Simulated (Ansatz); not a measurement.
# LiSn2F6: the cost of one run

Method: DFT r2SCAN, scalar-relativistic, plane waves, PAW, in Ansatz 0.2.0.

The COD cell was measured well above room temperature, so it is larger than a cold one.

3 further runs of the same task are left out: 3 set aside as unsound or not needed.

### Step 1. The system as given

Symmetry: Fm-3m, No. 225, cubic system. Conventional cell: a = 8.705 Å, b = 8.705 Å, c = 8.705 Å, α = 90.00°, β = 90.00°, γ = 90.00°. Sn (site symmetry m-3m) has 6 F at 2.37 Å as nearest neighbours. Sn (site symmetry m-3m) is surrounded by 6 F at 1.98 Å. Around F (site symmetry 4mm) lie 2 Sn at 1.98 to 2.37 Å.

Coordinates:

```
CELL_PARAMETERS angstrom
0.00000 4.35228 4.35228
4.35228 0.00000 4.35228
4.35228 4.35228 0.00000
ATOMIC_POSITIONS crystal
Sn 0.00000 0.00000 0.00000
Sn 0.50000 0.50000 0.50000
F 0.72730 0.27270 0.27270
F 0.27270 0.72730 0.27270
F 0.27270 0.72730 0.72730
F 0.72730 0.27270 0.72730
F 0.27270 0.27270 0.72730
F 0.72730 0.72730 0.27270
```

It is the result of an earlier relaxation at this level (volume 20.61 Å³/atom; gap on the mesh: 3.39 eV).

Reference energy of this cell: -16938.9649 eV (8 atoms, 4×4×4 mesh, zero smearing).

### Step 2. Next: 1 Li put on empty site 1 in one host cell

The empty site lies 3.08 Å from the nearest host atom; the cell of 1 host cell is widened for the start only if the site is tight.

The cell holds 2 Sn, 6 F, 1 Li: a = 6.155 Å, b = 6.155 Å, c = 6.155 Å, α = 60.00°, β = 60.00°, γ = 60.00°.

### Step 3. Probe: one point at the start

input.yaml

```yaml
crystal:
  lattice:
    - [0.0, 4.3522805724, 4.3522805724]
    - [4.3522805724, 0.0, 4.3522805724]
    - [4.3522805724, 4.3522805724, 0.0]
  atoms:
    - { symbol: Sn, position: [0.0, 0.0, 0.0] }
    - { symbol: Sn, position: [0.5, 0.5, 0.5] }
    - { symbol: F, position: [0.7272979829, 0.2727020171, 0.2727020171] }
    - { symbol: F, position: [0.2727020171, 0.7272979829, 0.2727020171] }
    - { symbol: F, position: [0.2727020171, 0.7272979829, 0.7272979829] }
    - { symbol: F, position: [0.7272979829, 0.2727020171, 0.7272979829] }
    - { symbol: F, position: [0.2727020171, 0.2727020171, 0.7272979829] }
    - { symbol: F, position: [0.7272979829, 0.7272979829, 0.2727020171] }
    - { symbol: Li, position: [0.25, 0.25, 0.25] }
basis:
  ecutwfc: 500
kpoints:
  mp_grid: { grid: [4, 4, 4] }
hamiltonian:
  xc: r2scan
scf:
  occupations: { method: gaussian, width: 0.1 }
output:
  forces: true
  stress: true
  eigenvalues: true
```

On the command line:

```
$ ansatz run input.yaml --threads 2 --pin off --max-ram 5120MiB --backend cpu --events-out ev --progress --plain --runs-dir out
```

What time and memory should one allow on 2 threads of Arm Neoverse V1, shared host?

About 7.6 s, with a peak of 0.75 GiB.
